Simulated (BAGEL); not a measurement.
**BCl3 (boron trichloride) at HF/6-31G(d) (density fitting with cc-pvqz-jkfit, spherical functions)**

What is the vertical ionisation energy of BCl3 (boron trichloride) at HF/6-31G* (density fitting with cc-pvqz-jkfit, spherical functions)? 

The calculation is run with BAGEL 1.2.2.

### Step 1. The molecule

The species is BCl3 (4 atoms), meant as a singlet with charge 0. As SMILES, `ClB(Cl)Cl`. The coordinates come from a PBE0-D4/def2-TZVP relaxation.

Bond lengths: Cl1–B2 1.737 Å, B2–Cl3 1.737 Å, B2–Cl4 1.737 Å. Angles: Cl1–B2–Cl3 120.0°, Cl1–B2–Cl4 120.0°, Cl3–B2–Cl4 120.0°.

### Step 2. A single-point energy at HF/6-31G(d) (density fitting with cc-pvqz-jkfit, spherical functions)

input.json reads:

```json
{ "bagel": [

{
  "title": "molecule",
  "basis": "6-31gs.json",
  "df_basis": "cc-pvqz-jkfit",
  "angstrom": true,
  "geometry": [
    { "atom": "Cl", "xyz": [      -0.257920,       0.516440,       1.638340 ] },
    { "atom": "B", "xyz": [       0.000000,       0.000000,      -0.000010 ] },
    { "atom": "Cl", "xyz": [       0.942010,      -1.423060,      -0.324000 ] },
    { "atom": "Cl", "xyz": [      -0.684100,       0.906610,      -1.314320 ] }
  ]
},

{
  "title": "hf"
},

{
  "title": "print",
  "file": "orbitals.molden",
  "orbitals": true
}

]}
```

The basis set 6-31G* is read from a file made from the Basis Set Exchange's data (not shown).

On the command line:

```
BAGEL_NUM_THREADS=1 BAGEL input.json > input.out
```

What it wrote:

```text
* using 1 threads per process

  ===============================================================
  ===============================================================

  *** Geometry ***

  { "atom" : "Cl", "xyz" : [     -0.487398,      0.975930,      3.096014 ] },
  { "atom" : "B", "xyz" : [      0.000000,      0.000000,     -0.000019 ] },
  { "atom" : "Cl", "xyz" : [      1.780141,     -2.689194,     -0.612271 ] },
  { "atom" : "Cl", "xyz" : [     -1.292762,      1.713245,     -2.483705 ] },

  Number of auxiliary basis functions:      550

  Since a DF basis is specified, we compute 2- and 3-index integrals:
    o Being stored without compression. Storage requirement is 0.020 GB

  Number of basis functions:       68
  Number of electrons      :       56

    * METHOD: MOLECULE                             0.27

  *** RHF ***

  === Nuclear Repulsion ===
   230.1731617545

      * DIIS with orbital gradients will be used.

  === RHF iteration (6-31gs.json) ===
      0      -1403.19424816          0.00913264           0.09
      1      -1403.23796020          0.00499512           0.08
      2      -1403.24818581          0.00111435           0.08
      3      -1403.24899689          0.00014004           0.08
      4      -1403.24901764          0.00004354           0.09
      5      -1403.24901974          0.00000855           0.08
      6      -1403.24901982          0.00000167           0.08
      7      -1403.24901982          0.00000034           0.08
      8      -1403.24901982          0.00000007           0.08
      9      -1403.24901982          0.00000002           0.08
     10      -1403.24901982          0.00000000           0.08
    * SCF iteration converged.

    * Permanent dipole moment:
           (    0.000020,    -0.000034,     0.000050) a.u.

    * METHOD: HF                                   1.07

    * METHOD: PRINT                                0.01

  ===============================================================
```

It took 1.5 s on 1 thread of Arm Neoverse V2, shared host; peak memory 0.11 GiB.

### Step 3. The doublet cation

input.json: that of step 2 with these lines changed.

```diff
@@ -15,11 +15,5 @@
 
-{
-  "title": "hf"
-},
+{ "title": "uhf", "charge": 1, "nopen": 1 },
 
-{
-  "title": "print",
-  "file": "orbitals.molden",
-  "orbitals": true
-}
+{ "title": "print", "file": "orbitals.molden", "orbitals": true }
```

The basis set 6-31G* is read from a file made from the Basis Set Exchange's data (not shown).

On the command line:

```
BAGEL_NUM_THREADS=1 BAGEL input.json > input.out
```

What it wrote:

```text
* using 1 threads per process

  ===============================================================
  ===============================================================

  *** Geometry ***

  { "atom" : "Cl", "xyz" : [     -0.487398,      0.975930,      3.096014 ] },
  { "atom" : "B", "xyz" : [      0.000000,      0.000000,     -0.000019 ] },
  { "atom" : "Cl", "xyz" : [      1.780141,     -2.689194,     -0.612271 ] },
  { "atom" : "Cl", "xyz" : [     -1.292762,      1.713245,     -2.483705 ] },

  Number of auxiliary basis functions:      550

  Since a DF basis is specified, we compute 2- and 3-index integrals:
    o Being stored without compression. Storage requirement is 0.020 GB

  Number of basis functions:       68
  Number of electrons      :       56

    * METHOD: MOLECULE                             0.26

  *** Open-shell HF ***

  === Nuclear Repulsion ===
   230.1731617545

      * DIIS with orbital gradients will be used.

  === UHF iteration (6-31gs.json) ===
      0      -1402.74711042          0.02100442           0.16
      1      -1402.79911340          0.01125911           0.16
      2      -1402.80933146          0.00651639           0.16
      3      -1402.81329213          0.00063359           0.16
      4      -1402.81351668          0.00007405           0.16
      5      -1402.81352633          0.00002456           0.16
      6      -1402.81352799          0.00000323           0.16
      7      -1402.81352808          0.00000127           0.16
      8      -1402.81352811          0.00000097           0.16
      9      -1402.81352811          0.00000103           0.16
     10      -1402.81352811          0.00000096           0.16
     11      -1402.81352811          0.00000039           0.16
     12      -1402.81352811          0.00000012           0.16
     13      -1402.81352811          0.00000004           0.16
     14      -1402.81352811          0.00000001           0.16
     15      -1402.81352811          0.00000001           0.16
    * SCF iteration converged.

    * S^2 (UHF) is 0.7731

    * Permanent dipole moment:
           (    0.000023,    -0.000030,     0.000146) a.u.

    * METHOD: UHF                                  2.72

    * METHOD: PRINT                                0.01

  ===============================================================
```

Wall time 3.3 s (1 thread of Arm Neoverse V2, shared host); peak memory 0.11 GiB.

### Step 4. What came out

Level: HF/6-31G* (density fitting with cc-pvqz-jkfit, spherical functions).

| quantity | value |
| --- | --- |
| singlet BCl3: total energy | -1403.24902 Eh |
| singlet BCl3: dipole moment | 0.00 D |
| singlet BCl3: HOMO energy | -12.51 eV |
| singlet BCl3: LUMO energy | 2.11 eV |
| singlet BCl3: HOMO–LUMO gap | 14.62 eV |
| doublet cation: total energy | -1402.81353 Eh |
| doublet cation: ⟨S²⟩ | 0.773 |
| vertical ionisation energy (to the doublet cation) | 11.850 eV |

In words: Removing an electron at fixed nuclei costs 11.85 eV (1143 kJ/mol). −ε(HOMO) before ionisation, 12.51 eV, is 0.66 eV above this ionisation energy.
